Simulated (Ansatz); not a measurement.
**W (Pm-3n): relaxation of cell and ions from a Python script**

What cell does W (Pm-3n) relax to? Wanted for W (Pm-3n): a relaxation of cell and ions.

Computed with the Python package of Ansatz 0.2.0. Level of theory: DFT PBEsol, plane waves, PAW.

**1. The structure**

It takes space group Pm-3n (No. 223, cubic). The conventional cell has a = 5.083 Å, b = 5.083 Å, c = 5.083 Å, α = 90.00°, β = 90.00°, γ = 90.00°. W (site symmetry m-3) is surrounded by 12 W at 2.84 Å. W (site symmetry -4m2) has 6 W at 2.54 to 2.84 Å as nearest neighbours.

The script holds or builds the structure itself.

**2. The script**

File vcrelax.py:

```python
from pathlib import Path

import ansatz as az
from ase import Atoms
from ase.io import write
from ase.io.cube import read_cube_data
from ase.units import Bohr
import matplotlib.pyplot as plt
import numpy as np

def edges_and_angles(cell):
    cell = np.asarray(cell)
    a, b, c = np.linalg.norm(cell, axis=1)
    cosines = cell[1] @ cell[2] / (b * c), cell[0] @ cell[2] / (a * c), cell[0] @ cell[1] / (a * b)
    return (a, b, c, *np.degrees(np.arccos(cosines)))


def main() -> None:
    vectors = np.array([
        [5.083, 0.0, 0.0],
        [0.0, 5.083, 0.0],
        [0.0, 0.0, 5.083],
    ])
    system = (
        az.Lattice.of(vectors)
        .atom("W", (0.0, 0.0, 0.0))
        .atom("W", (0.5, 0.5, 0.5))
        .atom("W", (0.0, 0.5, 0.25))
        .atom("W", (0.0, 0.5, 0.75))
        .atom("W", (0.25, 0.0, 0.5))
        .atom("W", (0.75, 0.0, 0.5))
        .atom("W", (0.5, 0.75, 0.0))
        .atom("W", (0.5, 0.25, 0.0))
    )

    job = (
        system.calculation()
        .functional("PBEsol")
        .basis(450)
        .kpoints(density=4.1)
        .occupations("fermi_dirac", width=0.1)
        .scf(tolerance=1e-07)
        .relax(cell=True)
        .density()
        .output_files(volumetric_format=["cube", "npy"])
    )
    steps = []


    def collect(event):
        if event["event"] == "relax_step":
            steps.append(event["data"])


    result = job.session().plan().execute(on_event=collect)
    rep = result.report
    for s in steps:
        flag = "" if s["accepted"] else "  (rejected)"
        print("step %2d  E = %.5f eV  largest force component = %.4f eV/A%s" % (s["step"], s["lagrangian_ev"], s["allowed_force_max_ev_ang"], flag))

    first, last = steps[0], steps[-1]
    symbols = [site.symbol for site in result.lattice.sites]
    print(f"energy gained {first['lagrangian_ev'] - last['lagrangian_ev']:.4f} eV in {len(steps) - 1} steps")
    for label, vectors in (("before", first["cell_ang"]), ("after", result.lattice.cell_ang)):
        print(label, "a b c (A) {:.4f} {:.4f} {:.4f}  angles {:.2f} {:.2f} {:.2f}".format(*edges_and_angles(vectors)), f" V = {abs(np.linalg.det(vectors)):.3f} A^3")
    print("final stress xx yy zz (GPa, compression positive):", np.round(np.diag(rep["stress_gpa"]), 3) + 0.0)

    fig, (top, bottom) = plt.subplots(2, 1, sharex=True, figsize=(4.5, 4))
    top.plot([s["lagrangian_ev"] - last["lagrangian_ev"] for s in steps], "o-")
    top.set_ylabel("E - E(final) (eV)")
    bottom.semilogy([max(s["allowed_force_max_ev_ang"], 1e-6) for s in steps], "s-")
    bottom.set(xlabel="step", ylabel="largest force (eV/A)")
    fig.tight_layout()
    fig.savefig("relax.png", dpi=100)

    print("atom   start x y z (A)              end x y z (A)")
    for symbol, a, b in zip(symbols, first["positions_ang"], last["positions_ang"]):
        print(f"{symbol:3s}", " ".join(f"{v:8.4f}" for v in a), "  ", " ".join(f"{v:8.4f}" for v in b))

    relaxed = Atoms(symbols, positions=[site.position_ang for site in result.lattice.sites], cell=result.lattice.cell_ang, pbc=True)
    write("relaxed.extxyz", relaxed, format="extxyz")

    print(f"free energy      {rep['free_energy_ev']:.5f} eV")
    print(f"per atom         {rep['free_energy_ev'] / len(result.lattice.sites):.5f} eV")
    print(f"SCF iterations   {rep['n_iterations']}  (converged: {rep['converged']})")

    print("energy terms (eV)")
    for term, value in rep["components"].items():
        if abs(value) > 1e-9:
            print(f"  {term:26s} {value:16.5f}")

    folder = Path(result.write_results("cubes"))
    print("\n".join((folder / "rho.cube").read_text().splitlines()[: 6 + 6]))
    values, cube_atoms = read_cube_data(str(folder / "rho.cube"))
    print("electrons from the file:", round(values.mean() * cube_atoms.get_volume() / Bohr ** 3, 3))


if __name__ == "__main__":
    main()
```

**3. Running it**

On the command line:

```sh
> python vcrelax.py
```

Without the output at hand: what should come out? Wanted: free energy; moves of the relaxation; energy gained; last largest force component; relaxed conventional cell; space group at the end.

As calculated:

| quantity | value |
| --- | --- |
| free energy | -82051.8086 eV (-10256.4761 eV/atom) |
| moves of the relaxation | 2 |
| energy gained (ahead of the last change of basis) | 13.8 meV/atom |
| last largest force component | 0.0000 eV/Å |
| relaxed conventional cell | a = 5.033 Å, b = 5.033 Å, c = 5.033 Å, α = 90.00°, β = 90.00°, γ = 90.00° |
| space group at the end | Pm-3n |

Over 2 moves the cell shrank by 2.9 % in volume, and the space group stayed Pm-3n. Reading the output:
- The run is spin-unpolarised.
- Forces vanish by symmetry, so the ions can't move, and the end may be a saddle.
- The energy terms are those on the plane-wave grid, with the one-centre PAW part apart; e_band, e_vxc and e_vpaw aren't summands of the total.
- The mesh is modest for a metal, so energies can be off by several to tens of meV an atom and pressures by half a GPa or more; differences at equal mesh fare better.
- Energies along a relaxation are free energies. Rows at an unchanged volume are solved on a plane-wave basis chosen afresh for that cell, so the energy jumps there and such rows are no steps of the walk.
- Densities and potentials on the grid are those of the valence electrons, and inside the cores they hang on the potentials used.
- This isn't the structure that W takes at ambient conditions. Spin-orbit coupling is left out, though heavy elements are present.
